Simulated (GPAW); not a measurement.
# As2S (I4_1/amd) in GPAW: reference runs

Reference runs on As2S: the cell as given.

Program: GPAW 26.7.0. These are calculated values, not measurements. Logs are shortened: lines on timing, memory, paths and dates and some standing lists are left out, and cuts for length are marked. The log counts tension as positive stress, the text compression.

**1. The crystal as given**

It takes space group I4_1/amd (No. 141, tetragonal). Conventional cell: a = 7.013 Å, b = 7.013 Å, c = 4.972 Å, α = 90.00°, β = 90.00°, γ = 90.00°. Around As (site symmetry 2/m) lie 2 S at 2.56 Å and 4 As at 2.77 Å. S (site symmetry -4m2) has 4 As at 2.56 Å as nearest neighbours.

The cell comes from a database or a generator and needn't be the stable form of this composition.

**2. Single point, PBEsol**

run.py

```python
from ase import Atoms
from ase.dft.bandgap import bandgap
from ase.io import write
from ase.units import Bohr, GPa
from gpaw import GPAW, PW, setup_paths
from gpaw.elf import elf_from_dft_calculation

setup_paths.insert(0, '.')

atoms = Atoms(['As', 'As', 'As', 'As', 'S', 'S'],
              cell=[[-3.50648, 3.50648, 2.485919],
                    [3.50648, -3.50648, 2.485919],
                    [3.50648, 3.50648, -2.485919]],
              scaled_positions=[[0.875, 0.125, 0.25],
                                [0.875, 0.625, 0.75],
                                [0.375, 0.125, 0.25],
                                [0.875, 0.125, 0.75],
                                [0.25, 0.75, 0.5],
                                [0.5, 0.5, 0.0]],
              pbc=True)

calc = GPAW(mode=PW(600),
            xc='PBEsol',
            kpts={'size': (7, 7, 7), 'gamma': True},
            occupations={'name': 'fermi-dirac', 'width': 0.05},
            nbands=30,
            convergence={'density': 1e-05, 'energy': 1e-05},
            maxiter=150,
            txt='gpaw.txt')
atoms.calc = calc
energy = atoms.get_potential_energy()
forces = atoms.get_forces()
stress = atoms.get_stress()
calc.write('gs.gpw')
write('result.traj', atoms)
print(f'Energy: {energy:.6f} eV')
print('Forces (eV/A):')
print(forces.round(4))
print('Stress (GPa):', (stress / GPa).round(3))
print('Fermi level:', round(calc.get_fermi_level(), 4), 'eV')
print(f'Gap: {bandgap(calc)[0]:.4f} eV, direct: {bandgap(calc, direct=True)[0]:.4f} eV')

# fields on the real-space grid
write('density.cube', atoms, data=calc.get_pseudo_density() * Bohr**3)
write('potential.cube', atoms, data=calc.get_electrostatic_potential())
write('elf.cube', atoms, data=elf_from_dft_calculation(calc).data)
```

Potentials or basis: PAW data sets generated in the run's folder for this functional, pw.

The run is started by

```console
$ gpaw-setup -f PBEsol As S
$ OMP_NUM_THREADS=1 python run.py
```

gpaw.txt:

```text
__  _  _
 | _ |_)|_||  |
 |__||  | ||/\| - 26.7.0

Input parameters:
  mode=PW(ecut=600.0),
  convergence={'density': 1e-05, 'energy': 1e-05},
  kpts=MonkhorstPack(size=(7, 7, 7), gamma=True),
  maxiter=150,
  nbands=30,
  occupations=Occupations(name='fermi-dirac', width=0.05),
  xc=XC(name='PBEsol')

Diagonalizing LCAO Hamiltonian
Converting LCAO to pw mode

          As   As As
            S
             As
                    S

Atoms  # Å, Bohr magnetons
|   | symbol |         x |        y |        z |    initial magnetic moments |
|---|--------|-----------|----------|----------|-----------------------------|
| 0 |     As | -1.753240 | 3.506480 | 1.864439 | ( 0.0000,  0.0000,  0.0000) |
| 1 |     As |  1.753240 | 3.506480 | 1.864439 | ( 0.0000,  0.0000,  0.0000) |
| 2 |     As |  0.000000 | 1.753240 | 0.621480 | ( 0.0000,  0.0000,  0.0000) |
| 3 |     As |  0.000000 | 5.259720 | 0.621480 | ( 0.0000,  0.0000,  0.0000) |
| 4 |      S |  3.506480 | 0.000000 | 1.242959 | ( 0.0000,  0.0000,  0.0000) |
| 5 |      S |  0.000000 | 0.000000 | 2.485919 | ( 0.0000,  0.0000,  0.0000) |

Unit cell  # Å
| periodic |         x |         y |         z |  lengths |     angles |
|----------|-----------|-----------|-----------|----------|------------|
|      yes | -3.506480 |  3.506480 |  2.485919 | 5.547125 | 101.585754 |
|      yes |  3.506480 | -3.506480 |  2.485919 | 5.547125 | 101.585754 |
|      yes |  3.506480 |  3.506480 | -2.485919 | 5.547125 | 126.750477 |

Number of symmetries: 8
Symmetry operations  # r_c * U_cc + t_c -> r_c
|   | kind |            matrix            |
|---|------|------------------------------|
| 0 |  σ   |  1, 1, 1,  0, 0,-1,  0,-1, 0 |
| 1 |  E   |  1, 0, 0,  0, 1, 0,  0, 0, 1 |
| 2 |  C2  |  0, 1, 0,  1, 0, 0, -1,-1,-1 |
| 3 |  S4  |  0, 0, 1, -1,-1,-1,  0, 1, 0 |
| 4 |  σ   |  0, 0,-1,  1, 1, 1, -1, 0, 0 |
| 5 |  C2  |  0,-1, 0, -1, 0, 0,  0, 0,-1 |
| 6 |  C2  | -1, 0, 0,  0,-1, 0,  1, 1, 1 |
| 7 |  S4  | -1,-1,-1,  0, 0, 1,  1, 0, 0 |

BZ-sampling:
  Number of BZ points: 343
  Number of IBZ points: 40

  Monkhorst-Pack size: [7, 7, 7]
  Monkhorst-Pack shift: [0, 0, 0]

K-points  # in reciprocal-cell coordinates
|     |                                coordinates |     weight |
|-----|--------------------------------------------|------------|
|   0 | (  0.00000000,   0.00000000,   0.00000000) | 0.00291545 |
|   1 | (  0.14285714,  -0.14285714,   0.00000000) | 0.01166181 |
|   2 | (  0.14285714,  -0.14285714,   0.14285714) | 0.01166181 |
|   3 | (  0.14285714,   0.00000000,   0.00000000) | 0.02332362 |
|   4 | (  0.14285714,   0.14285714,  -0.14285714) | 0.00583090 |
|   5 | (  0.28571429,  -0.28571429,   0.00000000) | 0.01166181 |
|   6 | (  0.28571429,  -0.28571429,   0.14285714) | 0.02332362 |
|   7 | (  0.28571429,  -0.28571429,   0.28571429) | 0.01166181 |
|   8 | (  0.28571429,  -0.14285714,   0.00000000) | 0.04664723 |
|   9 | (  0.28571429,  -0.14285714,   0.14285714) | 0.02332362 |
| ... |                                            |            |
|  39 | (  0.42857143,   0.42857143,   0.42857143) | 0.02332362 |

Plane wave coefficients: 4097
Cutoff: 600.0 eV

Spin-components: 1 (collinear spins)
Bands:           30
Projectors:      30
Spin-degeneracy: 2
Datatype:        complex128

Parallelization:
  kpt:    1
  domain: 1
  band:   1

Density:
  Valence electrons: 32.0
  Components: 1
  Grid points: [32 32 32]
  Charge: 0.0  # |e|

Potential:
  Grid points: [32 32 32]

species:
  As:
    name:    Arsenic
    Z:       33.0
    valence: 5
    core:    28
    charge:  0.0  # [|e|]
    compensation charges:
      type: gauss
      rc: 0.33  # [Å]
      lmax: 2
    cutoffs:
      filter: 1.87  # [Å]
      core: 2.96  # [Å]
    projectors
    | kind |    occ | energy [eV] | rcut [Å] |
    |------|--------|-------------|----------|
    |   4s |  2.000 |     -14.495 |    1.058 |
    |   4p |  3.000 |      -5.197 |    1.058 |
    |    s |        |      12.716 |    1.058 |
    |    p |        |      22.014 |    1.058 |
    |    d |        |       0.000 |    1.058 |

    Using partial waves for As as LCAO basis

  S:
    name:    Sulfur
    Z:       16.0
    valence: 6
    core:    10
    charge:  0.0  # [|e|]
    compensation charges:
      type: gauss
      rc: 0.24  # [Å]
      lmax: 2
    cutoffs:
      filter: 1.77  # [Å]
      core: 1.66  # [Å]
    projectors
    | kind |    occ | energy [eV] | rcut [Å] |
    |------|--------|-------------|----------|
    |   3s |  2.000 |     -17.192 |    0.974 |
    |   3p |  4.000 |      -6.978 |    0.979 |
    |    s |        |      10.020 |    0.974 |
    |    p |        |      20.234 |    0.979 |
    |    d |        |       0.000 |    0.900 |

    Using partial waves for S as LCAO basis

Reference energy: -267518.170976  # eV

eigensolver:
  PPCG
  Converge bands: occupied
  niter=2

density mixing:
  MSR1-Mixer
  Pratt-step length: 0.05
  Maximum mixing coefficient: 0.75
  Old densities: 10
  SVD Regularization: 0.005
  Good broyden scale: 1.0
  Trust region scale: 1.0
  Backstep threshold: 4.0
  History deletion threshold: 6.0
  Fourier metric: weight=20.0, sigma=0.015

occupation numbers:
  Fermi-Dirac:
    width: 0.0500  # eV

poisson solver:
  ecut: 4800.0  # eV

xc functional:
  name: PBEsol with 2 nearest neighbor stencil

convergence criteria:
- Maximum integral of absolute [dens]ity change: 1e-05 electrons / valence electron
- Maximum [total energy] change in last 3 cyles: 1e-05 eV / valence electron
- Maximum integral of absolute [eigenst]ate change: 4e-08 eV^2 / valence electron
maximum number of iterations: 150

SCF iterations
|iter     | |      energy | eigst |  dens |
|---------|-|-------------|-------|-------|
|iter:   1| |  -29.250312 | -0.32 |       |
|iter:   2| |  -29.202035 | -2.33 | -1.17 |
|iter:   3| |  -29.009444 | -2.56 | -1.21 |
|iter:   4| |  -29.007422 | -4.11 | -1.73 |
|iter:   5| |  -29.004957 | -4.29 | -2.10 |
|iter:   6| |  -29.004977 | -5.89 | -3.06 |
|iter:   7| |  -29.004977c| -6.81 | -3.66 |
|iter:   8| |  -29.004973c| -7.37 | -3.85 |
|iter:   9| |  -29.004974c| -7.53c| -4.43 |
|iter:  10| |  -29.004974c| -8.54c| -5.37c|

Converged in 10 steps
Energy contributions relative to reference atoms: (reference = -267518.170976)

Energy contributions:
  Kinetic:          25.979781
  Coulomb:         -27.105287
  Zero:              0.184046
  External:          0.000000
  Xc:              -28.057728
  Entropy:          -0.011572
  Spinorbit:         0.000000
  ----------------------------
  Free energy:     -29.010760
  Extrapolated:    -29.004974

dipole moment: (-38.358635, 15.831270, 7.985365)  # |e|*Ang

Fermi level: 6.629
Eigenvalues  # (at kpt = [0.000, 0.000, 0.000])
| band index |      eig [eV] | occ [0-2] |
|------------|---------------|-----------|
|          0 |        -8.763 |     2.000 |
|        ... |               |           |
|          8 |         1.815 |     2.000 |
|          9 |         2.386 |     2.000 |
|         10 |         2.386 |     2.000 |
|         11 |         3.214 |     2.000 |
|         12 |         3.214 |     2.000 |
|         13 |         3.807 |     2.000 |
[... 8 lines left out ...]
|         22 |        12.186 |     0.000 |
|         23 |        12.186 |     0.000 |
|        ... |               |           |
|         29 |        16.550 |     0.000 |

No gap
No difference between direct/indirect transitions

Forces  # eV/Ang
|        x |        y |        z |
|----------|----------|----------|
|  0.00001 |  0.00000 |  0.00001 |  # As   0
| -0.00001 | -0.00000 |  0.00001 |  # As   1
|  0.00000 |  0.00001 | -0.00001 |  # As   2
| -0.00000 | -0.00001 | -0.00001 |  # As   3
|  0.00000 |  0.00000 |  0.00000 |  # S    4
|  0.00000 |  0.00000 | -0.00000 |  # S    5

Stress tensor  # eV/Ang^3
|        x |         y |         z |
|----------|-----------|-----------|
| 0.020470 |  0.000000 |  0.000000 |
| 0.000000 |  0.020470 | -0.000000 |
| 0.000000 | -0.000000 |  0.017576 |

# Writing to gs.gpw (mode='')
```

stdout:

```text
Energy: -29.004974 eV
Forces (eV/A):
[[ 0.  0.  0.]
 [-0. -0.  0.]
 [ 0.  0. -0.]
 [-0. -0. -0.]
 [ 0.  0.  0.]
 [ 0.  0. -0.]]
Stress (GPa): [ 3.28   3.28   2.816 -0.     0.     0.   ]
Fermi level: 6.6286 eV
Gap: 0.0000 eV, direct: 0.0000 eV
```

It took 68 s on 1 thread of Arm Neoverse V2, shared host; peak memory 0.29 GiB.

Results:

```yaml
Free_energy: -29.0108 eV
Pressure: -3.1 GPa
Band_gap_on_the_k_mesh: none (metal or under the smearing width)
```

Stress tensor (GPa, compression positive):
```
-3.28  0.00  0.00
 0.00 -3.28  0.00
 0.00  0.00 -2.82
```
